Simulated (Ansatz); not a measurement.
What does this script print? It uses Ansatz 0.2.0 through its Python package.

Input file `input.yaml`:
```yaml
crystal:
  periodic: [false, false, false]
  atoms:
    - { symbol: O, position_ang: [0.0531, 1.9508, 1.1057] }
    - { symbol: Si, position_ang: [0.0571, 0.8748, -0.1306] }
    - { symbol: O, position_ang: [1.6191, 0.7921, -0.6137] }
    - { symbol: C, position_ang: [-0.5693, -0.7642, 0.3512] }
    - { symbol: S, position_ang: [-0.3271, -1.9893, -0.9868] }
    - { symbol: H, position_ang: [0.8778, 2.3267, 1.375] }
    - { symbol: H, position_ang: [-0.6704, 1.4321, -1.2684] }
    - { symbol: H, position_ang: [1.8642, 0.1733, -1.3222] }
    - { symbol: H, position_ang: [-0.1739, -1.1256, 1.3161] }
    - { symbol: H, position_ang: [-1.7197, -0.7073, 0.5478] }
    - { symbol: H, position_ang: [-0.9457, -3.0205, -0.3534] }
basis:
  gaussian: { orbitals: def2-SVP }
correlation:
  method: mp2
```

Script `deck_ch6o2ssi.py`:
```python
"""CH6O2SSi through the session interface."""

import ansatz as az

session = az.Session.from_deck("input.yaml")
rep = session.plan(threads=1).execute().report

for key in ("converged", "free_energy_ev", "reference_energy_ev", "n_frozen", "n_occupied", "n_virtual"):
    print(f"{key:22s} {rep[key]}")
symbols = ["O", "Si", "O", "C", "S", "H", "H", "H", "H", "H", "H"]
print("correlation energy", round(rep["free_energy_ev"] - rep["reference_energy_ev"], 5), "eV")
cluster = rep["correlation"].get("coupled_cluster")
if cluster:
    print("cycles", cluster["cycles"], " T1 diagnostic", round(cluster["t1_diagnostic"], 4), " largest double", round(cluster["largest_double"], 4))
field = rep["mean_field"]
print("<S^2> =", round(abs(field["state"]["spin_squared"]), 4), " all-electron relativity setting:", field["relativity"])
print("passes:", field["passes"])
if "symmetry" in field:
    print("occupied orbitals by irrep:", field["symmetry"]["occupied"])
```

Output of `python deck_ch6o2ssi.py`:
```text
converged              True
free_energy_ev         -23891.95405984387
reference_energy_ev    -23871.76951875957
n_frozen               13
n_occupied             [16, 16]
n_virtual              [79, 79]
correlation energy -20.18454 eV
<S^2> = 0.0  all-electron relativity setting: none
passes: {'evaluations': 10, 'products': 30}
occupied orbitals by irrep: [{'A': 29}, {'A': 29}]
```

Notes:
- Total energies depend on the basis set; only differences at equal settings carry meaning.
- The geometry is a force-field or estimated start, not a minimum of this method, and the basis set is short of its limit.
- Hardware and time: 2 s on 1 thread of Arm Neoverse V1 (shared host), peak memory 0.24 GiB.
